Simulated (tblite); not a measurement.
# C3H11NSi3: the cost of one run

The runs use tblite 0.8.0 and PySCF 2.14.0, with density-fitted response routines of our own; the level of theory stands in each step. All values are computed, except where a source is named. Atoms count from 0, in the outputs and in this text.

## (1) Starting geometry

18 atoms, charge 0, multiplicity 1; geometry from: force field or distance geometry start.

Bonds of the start (Å): C0–C1 1.19, C1–Si2 1.88, Si2–N3 1.70, Si2–C4 1.83, C4–Si5 1.84, Si5–Si6 2.32, C0–H7 1.07, Si2–H8 1.47, N3–H9 1.03, N3–H10 1.01, C4–H11 1.10, C4–H12 1.10, Si5–H13 1.48, Si5–H14 1.49, Si6–H15 1.48, Si6–H16 1.49, Si6–H17 1.49.

## (2) Geometry optimisation with GFN2-xTB

What the job is given:

```
{"job": {"kind": "relax", "xc": "GFN2-xTB", "basis": "xTB"}, "charge": 0, "multiplicity": 1}
C     -2.682800     2.206000     0.214800
C     -2.071400     1.188700     0.244100
Si    -1.091300    -0.418800     0.313600
N     -2.254100    -1.664500     0.270000
C      0.074600    -0.633000    -1.084900
Si     1.487200     0.531300    -0.865500
Si     2.920300    -0.144400     0.822700
H     -3.237900     3.124700     0.187200
H     -0.421600    -0.565800     1.616300
H     -2.847100    -1.588200     1.108300
H     -2.878900    -1.530600    -0.515200
H      0.433900    -1.666900    -1.143400
H     -0.433300    -0.425600    -2.033100
H      1.032000     1.926400    -0.638200
H      2.265600     0.571000    -2.130000
H      4.114500     0.733500     0.895800
H      3.359700    -1.544200     0.587900
H      2.221700    -0.093300     2.138000
```

Launch:

```sh
OMP_NUM_THREADS=1 python probes_run.py task.json out
```

This one command runs all jobs of the session in turn.

Q: Estimate the wall time and peak memory of this first job on 1 thread of Intel Xeon at 2.50GHz, shared host.

About 1.9 s, with a peak of 0.18 GiB.
